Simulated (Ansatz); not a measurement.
**AlAsH₄O (SMILES [AlH2][O][AsH2]): single points off equilibrium**

One table from this session's results is given with a row withheld; the runs are named, their logs left out.

Program: Ansatz 0.2.0, Gaussian basis. Level of theory: single points in def2-TZVPP. These are calculated values, not measurements.

Cores are frozen in the correlated methods. Filled d shells of the heavier atoms are correlated.

### Where the work starts

7 atoms, charge 0, spin multiplicity 1.

Atoms are counted from 1 here; the program's logs count them from 0.

Bond lengths: Al1–O2 1.520 Å, Al1–H4 1.622 Å, Al1–H5 1.441 Å, O2–As3 1.987 Å, As3–H6 1.797 Å, As3–H7 1.511 Å. Angles: O2–Al1–H4 116.8°, O2–Al1–H5 120.0°, H4–Al1–H5 123.2°, Al1–O2–As3 170.1°, O2–As3–H6 91.3°, O2–As3–H7 106.3°, H6–As3–H7 96.7°.

Geometry (Å):

```mol
AlAsH4O
  3D, bonds by distance, orders not assigned

  7  6  0  0  0  0  0  0  0  0999 V2000
   -1.3372    0.5198   -0.6246 Al  0  0
    0.1166    0.1313   -0.4087 O   0  0
    1.9031   -0.5255    0.1603 As  0  0
   -2.1063   -0.1883   -1.8644 H   0  0
   -1.9654    1.4754    0.2517 H   0  0
    1.9919    0.7153    1.4567 H   0  0
    1.6509   -1.7085    1.0656 H   0  0
  1  2  8  0
  1  4  8  0
  1  5  8  0
  2  3  8  0
  3  6  8  0
  3  7  8  0
M  END
```

Set-up of the first run:

File run/in.yaml:

```yaml
crystal:
  periodic: [false, false, false]
  atoms:
    - {symbol: Al, position_ang: [-1.337200, 0.519800, -0.624600]}
    - {symbol: O, position_ang: [0.116600, 0.131300, -0.408700]}
    - {symbol: As, position_ang: [1.903100, -0.525500, 0.160300]}
    - {symbol: H, position_ang: [-2.106300, -0.188300, -1.864400]}
    - {symbol: H, position_ang: [-1.965400, 1.475400, 0.251700]}
    - {symbol: H, position_ang: [1.991900, 0.715300, 1.456700]}
    - {symbol: H, position_ang: [1.650900, -1.708500, 1.065600]}
basis:
  gaussian: {orbitals: def2-TZVPP}
correlation: {method: ccsd_t}
output: {forces: true}
```

The command line of these runs was not kept.

Among the steps run: CCSD(T)/def2-TZVPP; PBE0-D4/def2-TZVPP; wB97M-V/def2-TZVPP; r2SCAN-D4/def2-TZVPP; PBE-D4/def2-TZVPP; wB97X-V/def2-TZVPP; revPBE-D4/def2-TZVPP.

One table of the session follows, with a row left open; its other results are not shown here.

| method | RMS force component (eV/Å) | angle to CCSD(T) forces (°) | dipole (D) |
| --- | --- | --- | --- |
| CCSD(T) | 2.955 | reference | 2.69 |
| PBE0-D4 | ? | ? | ? |
| wB97M-V | 2.909 | 1.2 | 2.78 |
| r2SCAN-D4 | 2.851 | 1.4 | 2.52 |
| PBE-D4 | 2.841 | 3.8 | 2.46 |
| wB97X-V | 2.946 | 1.5 | 2.76 |
| revPBE-D4 | 2.872 | 4.3 | 2.45 |

Estimate the missing values for PBE0-D4.

**Answer.** RMS force component (eV/Å): 2.867; angle to CCSD(T) forces (°): 1.6; dipole (D): 2.61. In the column «RMS force component (eV/Å)» it lies between r2SCAN-D4 (2.851) and revPBE-D4 (2.872).
